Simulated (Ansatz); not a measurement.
# Zn2Sb3: the cost of one run

Computed with Ansatz 0.2.0 (DFT PBE, scalar-relativistic, plane waves, PAW, unless a step's input says otherwise).

## 1. The system as given

It takes space group R-3c (No. 167, trigonal). Conventional cell: a = 6.609 Å, b = 6.609 Å, c = 18.044 Å, α = 90.00°, β = 90.00°, γ = 120.00°. Zn (site symmetry 3) has 6 Sb at 2.58 to 2.74 Å as nearest neighbours. Around Sb (site symmetry 2) lie 4 Zn at 2.58 to 2.74 Å.

As a file:

```cif
data_structure
_symmetry_space_group_name_H-M 'R-3c:H'
_symmetry_Int_Tables_number 167
_cell_length_a 6.6091
_cell_length_b 6.6091
_cell_length_c 18.0444
_cell_angle_alpha 90.000
_cell_angle_beta 90.000
_cell_angle_gamma 120.000
_cell_volume 682.59
loop_
_atom_site_label
_atom_site_type_symbol
_atom_site_symmetry_multiplicity
_atom_site_Wyckoff_symbol
_atom_site_fract_x
_atom_site_fract_y
_atom_site_fract_z
_atom_site_occupancy
Zn1 Zn 12 c 0.00000 0.00000 0.35218 1
Sb1 Sb 18 e 0.30625 0.00000 0.25000 1
```

(A quick probe on a coarse mesh, which set the mesh and smearing, is not shown.)

## 3. A loose first relaxation

The input, input.yaml:

```yaml
crystal:
  lattice:
    - [3.3045618621, 1.9078896806, 6.0147988371]
    - [-3.3045618621, 1.9078896806, 6.0147988371]
    - [0.0, -3.8157793614, 6.0147988371]
  atoms:
    - { symbol: Zn, position: [0.85218, 0.85218, 0.85218] }
    - { symbol: Zn, position: [0.64782, 0.64782, 0.64782] }
    - { symbol: Zn, position: [0.14782, 0.14782, 0.14782] }
    - { symbol: Zn, position: [0.35218, 0.35218, 0.35218] }
    - { symbol: Sb, position: [0.05625, 0.44375, 0.75] }
    - { symbol: Sb, position: [0.75, 0.05625, 0.44375] }
    - { symbol: Sb, position: [0.44375, 0.75, 0.05625] }
    - { symbol: Sb, position: [0.94375, 0.55625, 0.25] }
    - { symbol: Sb, position: [0.25, 0.94375, 0.55625] }
    - { symbol: Sb, position: [0.55625, 0.25, 0.94375] }
basis:
  ecutwfc: 420
kpoints:
  mp_grid: { grid: [3, 3, 3] }
hamiltonian:
  xc: pbe
scf:
  occupations: { method: gaussian, width: 0.1 }
  lower_state_search: "off"
output:
  forces: true
  stress: true
  eigenvalues: true
relax:
  adjacent_minimum: "off"
  f_tol: 0.04
  max_steps: 70
  cell: { stress_tol: 0.4 }
```

On the command line:

```console
ansatz run input.yaml --threads 1 --pin off --max-ram 2560MiB --backend cpu --events-out ev --progress --plain --runs-dir out
```

What time and memory should one allow on 1 thread of Arm Neoverse V2, shared host?

About 53 s, with a peak of 0.55 GiB.
